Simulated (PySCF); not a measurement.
# C8H8O2 (3-methoxybenzaldehyde): the cost of one run

Computed with PySCF 2.14.0 and routines of our own; the level stands in each step. Atoms count from 0.

## Step 1: The system as given

18 atoms, charge 0, multiplicity 1; geometry from: GFN2-xTB.

## Step 2: Geometry optimisation at PBE0-D3(BJ)/def2-SVP

Job settings and geometry (Å):

```
{"job": {"xc": "PBE0", "basis": "def2-SVP", "d3": "d3bj", "grid": 2, "kind": "geom"}, "charge": 0, "multiplicity": 1}
C      2.690066    -1.144208    -0.068421
O      2.225920     0.183756    -0.006309
C      0.889070     0.412240    -0.080363
C      0.496588     1.753280    -0.006195
C     -0.837487     2.101666    -0.071405
C     -1.807139     1.125171    -0.210978
C     -1.429219    -0.213230    -0.285434
C     -2.452517    -1.254080    -0.432718
O     -3.640510    -1.064171    -0.491721
C     -0.081095    -0.570064    -0.221014
H      3.773565    -1.080577     0.017376
H      2.431403    -1.616860    -1.021444
H      2.297368    -1.747170     0.756780
H      1.264984     2.502257     0.102666
H     -1.119330     3.141912    -0.013769
H     -2.855558     1.373405    -0.265862
H     -2.038294    -2.282297    -0.489272
H      0.183425    -1.614712    -0.282614
```

Run with:

```bash
$ OMP_NUM_THREADS=1 python excited_run.py task.json out
```

This one command runs all jobs of the session in turn.

**Question.** How long does this first job take on 1 thread of Arm Neoverse V1, shared host, and how much memory does it need?

About 77 s, with a peak of 0.82 GiB.
